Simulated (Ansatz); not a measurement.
# BGeP (singlet): from Hartree-Fock to the top rungs, cc-pVDZ

The task here is to estimate one member of a computed series from the others.

The runs use Ansatz 0.2.0, Gaussian basis; cc-pVDZ, core rule «outside noble gas», up to 20 orbitals frozen.

Plan: UHF; CCSD(T) on RHF; BCCD(T) on RHF; CISD; CCSDT(Q) on RHF.

36 further runs of the same task are left out: 1 for a known fault of the program, 21 that didn't finish, 14 set aside as unsound or not needed.

## The geometry

The geometry is a PBE0/def2-TZVP stationary point (not a proven minimum). No spin-orbit coupling is included. The filled d shell of Ge may be among the frozen orbitals whatever the setting's name suggests; the logs give the count.

3 atoms, charge 0, spin multiplicity 1.

Atoms are counted from 1 here; the program's logs count them from 0.

Bond lengths: B1–P2 1.899 Å, P2–Ge3 2.132 Å. Angles: B1–P2–Ge3 99.4°.

As a file:

```xyz
3
charge 0, multiplicity 1
B     0.0000   -1.1478    2.0576
P     0.0000    0.5542    1.2152
Ge    0.0000   -0.0655   -0.8244
```

The first run:

File in.yaml:

```yaml
crystal:
  periodic: [false, false, false]
  atoms:
    - {symbol: B, position_ang: [0.000000, -1.147784, 2.057616]}
    - {symbol: P, position_ang: [0.000000, 0.554167, 1.215154]}
    - {symbol: Ge, position_ang: [0.000000, -0.065473, -0.824378]}
basis:
  gaussian: {orbitals: cc-pVDZ}
magnetization: {spin_polarized: true, initial_magnetization: 0}
hamiltonian: {xc: hf}
output: {orbitals: {seedname: orbitals}}
```

Command:

```bash
> ansatz run in.yaml --threads 1 --pin off --events-out ev --progress --plain --max-ram 2393MiB
```

Among the steps run: UHF; CCSD(T) on RHF; BCCD(T) on RHF; CISD; CCSDT(Q) on RHF.

One of the session's tables, all rows but one given; the rest of the session is left out.

```
   method  from RCCSDT(Q) (kJ/mol)
      RHF                   +809.4
     RMP2                   +156.8
     CISD                   +158.8
    RCCSD                    +62.1
 RCCSD(T)                        ?
  BCCD(T)                    +11.3
   RCCSDT                     +7.3
RCCSDT(Q)                        0
```

Estimate the missing values for RCCSD(T).

As computed: from RCCSDT(Q) (kJ/mol): +12.5. In the column «from RCCSDT(Q) (kJ/mol)» it lies between BCCD(T) (+11.3) and RCCSD (+62.1).

With the free atoms at the same levels and basis (separate runs), the atomisation energy is 5.829 eV at RCCSDT(Q), 5.727 eV at RCCSD(T), 2.875 eV at RHF.
